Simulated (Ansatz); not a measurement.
## ClH7N2Si2, SMILES N[SiH2]N[SiH2]Cl: a single point in a Gaussian basis

Computed with Ansatz 0.2.0, Python API.

The script, `clh7n2si2_energy.py`:
```python
from dataclasses import dataclass

import ansatz as az
import numpy as np


@dataclass
class Options:
    basis: str = "def2-SVP"
    functional: str = "PBE"


settings = Options()


def main() -> None:
    geometry_ang = [
        ("N", [-0.6924, 1.1912, 1.7971]),
        ("Si", [-0.5653, -0.2001, 0.9229]),
        ("N", [0.2412, 0.4366, -0.3977]),
        ("Si", [0.8866, -0.8493, -1.3383]),
        ("Cl", [1.6368, -0.1023, -3.0594]),
        ("H", [0.1891, 1.64, 1.9188]),
        ("H", [-1.2063, 1.9165, 1.2179]),
        ("H", [-1.8488, -0.6508, 0.4865]),
        ("H", [0.2638, -1.1115, 1.7571]),
        ("H", [-0.3504, 0.9934, -0.9281]),
        ("H", [1.8433, -1.6371, -0.6048]),
        ("H", [-0.3207, -1.6817, -1.7379]),
    ]
    molecule = az.Crystal.molecule()
    for symbol, xyz in geometry_ang:
        molecule = molecule.atom(symbol, xyz)

    job = (
        molecule.calculation()
        .basis(gaussian=settings.basis)
        .functional(settings.functional)
        .forces()
    )
    print(job.to_yaml())
    done = job.run(threads=1)
    rep = done.report

    print(f"E = {rep['free_energy_ev']:.6f} eV = {rep['free_energy_ev'] / 27.211386246:.7f} Ha")
    print("converged:", rep["converged"], " doubts:", rep["published_state_doubts"] or "none")

    symbols = [site.symbol for site in molecule.cartesian_sites]
    forces = np.array(rep["forces_ev_ang"])
    print("largest force", round(float(np.linalg.norm(forces, axis=1).max()), 4), "eV/A, rms", round(float(np.sqrt((forces ** 2).mean())), 4))

    charges = rep["charge_distribution"]
    print("dipole moment", round(4.803205 * float(np.linalg.norm(charges["dipole_moment_e_ang"])), 3), "D")
    print("Mulliken:", [(s, round(q, 3)) for s, q in zip(symbols, charges["mulliken_charges_e"])])


if __name__ == "__main__":
    main()
```

```console
$ python clh7n2si2_energy.py
crystal:
  periodic: [false, false, false]
  atoms:
    - { symbol: "N", position_ang: [-0.6924, 1.1912, 1.7971] }
    - { symbol: Si, position_ang: [-0.5653, -0.2001, 0.9229] }
    - { symbol: "N", position_ang: [0.2412, 0.4366, -0.3977] }
    - { symbol: Si, position_ang: [0.8866, -0.8493, -1.3383] }
    - { symbol: Cl, position_ang: [1.6368, -0.1023, -3.0594] }
    - { symbol: H, position_ang: [0.1891, 1.64, 1.9188] }
    - { symbol: H, position_ang: [-1.2063, 1.9165, 1.2179] }
    - { symbol: H, position_ang: [-1.8488, -0.6508, 0.4865] }
    - { symbol: H, position_ang: [0.2638, -1.1115, 1.7571] }
    - { symbol: H, position_ang: [-0.3504, 0.9934, -0.9281] }
    - { symbol: H, position_ang: [1.8433, -1.6371, -0.6048] }
    - { symbol: H, position_ang: [-0.3207, -1.6817, -1.7379] }
basis:
  gaussian:
    orbitals: def2-SVP
hamiltonian:
  xc: pbe
output:
  forces: true

E = -31345.201565 eV = -1151.9149110 Ha
converged: True  doubts: none
largest force 4.8245 eV/A, rms 1.3438
dipole moment 0.874 D
Mulliken: [('N', -0.242), ('Si', 0.349), ('N', -0.362), ('Si', 0.421), ('Cl', -0.215), ('H', 0.094), ('H', 0.096), ('H', -0.068), ('H', -0.065), ('H', 0.114), ('H', -0.048), ('H', -0.076)]
```

Notes:
- These settings explore the input space; basis and method may be short of convergence.
- The geometry is a force-field or estimated start, not a minimum of this method, and the basis set is short of its limit.
- Run time: 5.2 s on 1 thread of Arm Neoverse V2 (shared host), peak memory 0.23 GiB.

(Lines on the test bed's own set-up are left out of the output.)
